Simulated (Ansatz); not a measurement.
**CH₈N₂Si: a ladder of functionals and wavefunction methods**

An exercise on one series of results from a longer session: the logs are not shown, and one member is left open.

Method: functionals in def2-TZVPP, the program's frozen cores in correlated methods; program: Ansatz 0.2.0, Gaussian basis.

Levels to be run: LDA (SPW92), PBE-D4, revPBE-D4, BLYP-D4, r2SCAN-D4, B97M-V, PBE0-D4, B3LYP-D4, r2SCANh-D4, r2SCAN0-D4, HSE06-D4, BHLYP-D4, CAM-B3LYP-D4, LC-ωPBE, ωB97X-V, ωB97M-V, B2PLYP, PBE-QIDH; CCSD(T)/def2-SVP; CCSD(T)/def2-TZVPP; MP2/def2-QZVPP; extrapolation to the limit; RPA on PBE.

## The relaxed structure

All runs share one geometry, relaxed beforehand with PBE0-D4 in a triple-zeta def2 set.

SMILES `C[SiH](N)N`, 12 atoms, charge 0, spin multiplicity 1.

Atoms are counted from 1 here; the program's logs count them from 0.

Bond lengths: C1–Si2 1.868 Å, C1–H5 1.093 Å, C1–H6 1.093 Å, C1–H7 1.094 Å, Si2–N3 1.714 Å, Si2–N4 1.717 Å, Si2–H8 1.496 Å, N3–H9 1.007 Å, N3–H10 1.006 Å, N4–H11 1.006 Å, N4–H12 1.007 Å. Angles: Si2–C1–H5 111.2°, Si2–C1–H6 110.4°, Si2–C1–H7 111.4°, H5–C1–H6 108.1°, H5–C1–H7 108.1°, H6–C1–H7 107.5°, C1–Si2–N3 117.3°, C1–Si2–N4 105.8°, C1–Si2–H8 108.0°, N3–Si2–N4 106.7°, N3–Si2–H8 103.2°, N4–Si2–H8 116.3°, Si2–N3–H9 121.8°, Si2–N3–H10 120.8°, H9–N3–H10 112.1°, Si2–N4–H11 120.6°, Si2–N4–H12 120.3°, H11–N4–H12 111.5°.

The first run:

Contents of in.yaml:

```yaml
crystal:
  periodic: [false, false, false]
  atoms:
    - {symbol: C, position_ang: [-0.816424, 1.260394, -0.464592]}
    - {symbol: Si, position_ang: [-0.142330, -0.286049, 0.337493]}
    - {symbol: N, position_ang: [1.339390, -0.148586, 1.187760]}
    - {symbol: N, position_ang: [0.123782, -1.399020, -0.942071]}
    - {symbol: H, position_ang: [-0.114417, 1.661929, -1.200250]}
    - {symbol: H, position_ang: [-0.998455, 2.031891, 0.287778]}
    - {symbol: H, position_ang: [-1.765553, 1.064870, -0.972760]}
    - {symbol: H, position_ang: [-1.106736, -0.713448, 1.397793]}
    - {symbol: H, position_ang: [2.189565, 0.134081, 0.728920]}
    - {symbol: H, position_ang: [1.351637, 0.061050, 2.171232]}
    - {symbol: H, position_ang: [-0.478307, -1.407198, -1.748490]}
    - {symbol: H, position_ang: [0.494848, -2.315015, -0.748913]}
basis:
  gaussian: {orbitals: def2-TZVPP}
hamiltonian: {xc: lda}
output: {orbitals: {seedname: orbitals}}
```

Launch:

```sh
$ ansatz run in.yaml --threads 4 --pin off --events-out ev --progress --plain --max-ram 10444MiB
```

Among the steps run: LDA; PBE-D4 (GGA); revPBE-D4 (GGA); BLYP-D4 (GGA); r2SCAN-D4 (meta-GGA); B97M-V (meta-GGA); B3LYP-D4 (hybrid); r2SCANh-D4 (hybrid); r2SCAN0-D4 (hybrid); HSE06-D4 (hybrid); BHLYP-D4 (hybrid); CAM-B3LYP-D4 (range-separated); LC-ωPBE (range-separated); ωB97X-V (range-separated); ωB97M-V (range-separated); B2PLYP (double hybrid); PBE-QIDH (double hybrid).

One of the session's tables, all rows but one given; the rest of the session is left out.

It belongs to the step «Orbital energies across the functionals». 

```
  functional  HOMO (eV)  LUMO (eV)  gap (eV)
 LDA (SPW92)      -5.75       0.14      5.89
      PBE-D4          ?          ?         ?
   revPBE-D4      -5.57       0.31      5.88
     BLYP-D4      -5.52       0.21      5.73
   r2SCAN-D4      -5.92       1.02      6.94
      B97M-V      -6.04       0.42      6.47
     PBE0-D4      -7.02       1.06      8.08
    B3LYP-D4      -6.80       0.70      7.50
  r2SCANh-D4      -6.44       1.25      7.69
  r2SCAN0-D4      -7.23       1.57      8.80
    HSE06-D4      -6.62       0.69      7.31
    BHLYP-D4      -8.36       1.64      9.99
CAM-B3LYP-D4      -8.45       1.80     10.25
     LC-ωPBE      -9.82       3.13     12.95
     ωB97X-V      -9.48       2.90     12.37
     ωB97M-V      -9.37       2.43     11.81
```

**Question.** Estimate the row for PBE-D4.

As computed: HOMO (eV): -5.63; LUMO (eV): 0.24; gap (eV): 5.87. In the column «HOMO (eV)» it lies between LDA (SPW92) (-5.75) and revPBE-D4 (-5.57).
